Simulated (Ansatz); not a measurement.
# AlH4P: the cost of one run

Program: Ansatz 0.2.0, Gaussian basis. Level of theory: PBE0-D4/def2-TZVP structures, single points in def2-TZVPP, no counterpoise correction. These are calculated values, not measurements.

Levels: SPW92, PBE-D4, BLYP-D4, r2SCAN-D4, B97M-V, PBE0-D4, B3LYP-D4, r2SCAN0-D4, BHLYP-D4, CAM-B3LYP-D4, wB97X-V, wB97M-V, B2PLYP, PBE-QIDH, RPA on PBE, Hartree-Fock, MP2, CCSD, CCSD(T).

Correlated methods freeze the cores. Filled d shells of the heavier atoms are correlated. B3LYP uses VWN-RPA correlation. B2PLYP carries no dispersion term here.

94 further runs of the same task are left out: 94 set aside as unsound or not needed.

**1. The system as given**

The complex: 8 atoms, charge 0, spin multiplicity 1.

Atoms are counted from 1 here; the program's logs count them from 0.

Bond lengths: Al1–Br2 2.816 Å, Al1–H3 1.587 Å, Al1–H4 1.587 Å, Al1–P6 2.346 Å, Br2–H5 1.425 Å, P6–H7 1.422 Å, P6–H8 1.422 Å. Angles: Br2–Al1–H3 94.7°, Br2–Al1–H4 94.6°, Br2–Al1–P6 99.9°, H3–Al1–H4 121.0°, H3–Al1–P6 117.7°, H4–Al1–P6 117.7°, Al1–Br2–H5 91.8°, Al1–P6–H7 95.0°, Al1–P6–H8 95.0°, H7–P6–H8 94.6°.

Coordinates:

```mol
AlBrH5P
  3D, bonds by distance, orders not assigned

  8  7  0  0  0  0  0  0  0  0999 V2000
   -0.9679   -0.6538   -0.2484 Al  0  0
    1.0122    0.3364   -1.9894 Br  0  0
   -0.6867   -2.1788   -0.5873 H   0  0
   -2.1571    0.1326   -0.9462 H   0  0
    1.7176    0.9465   -0.9125 H   0  0
   -0.1612    0.1761    1.7925 P   0  0
    0.0652    1.4946    1.3103 H   0  0
    1.1779   -0.2534    1.5810 H   0  0
  1  2  8  0
  1  3  8  0
  1  4  8  0
  1  6  8  0
  2  5  8  0
  6  7  8  0
  6  8  8  0
M  END
```

Its parts: AlPH₄ holds atoms 1, 3, 4, 6, 7, 8; HBr holds atoms 2, 5. Each part counts its atoms afresh in its own runs.

**2. Relaxing AlPH₄ alone**

File relax-a/in.yaml:

```yaml
crystal:
  periodic: [false, false, false]
  atoms:
    - {symbol: Al, position_ang: [-0.967909, -0.653847, -0.248408]}
    - {symbol: H, position_ang: [-0.686674, -2.178812, -0.587272]}
    - {symbol: H, position_ang: [-2.157069, 0.132574, -0.946182]}
    - {symbol: P, position_ang: [-0.161186, 0.176070, 1.792475]}
    - {symbol: H, position_ang: [0.065217, 1.494609, 1.310342]}
    - {symbol: H, position_ang: [1.177920, -0.253351, 1.581043]}
basis:
  gaussian: {orbitals: def2-TZVP}
hamiltonian: {xc: pbe0, dispersion: d4}
relax: {f_tol: 0.005, max_steps: 200}
```

Command:

```bash
$ ansatz run in.yaml --threads 4 --pin off --events-out ev --progress --plain --max-ram 9574MiB
```

**Question.** How long does this run take on 4 threads of Intel Xeon at 2.50GHz, shared host?

About 9 s.
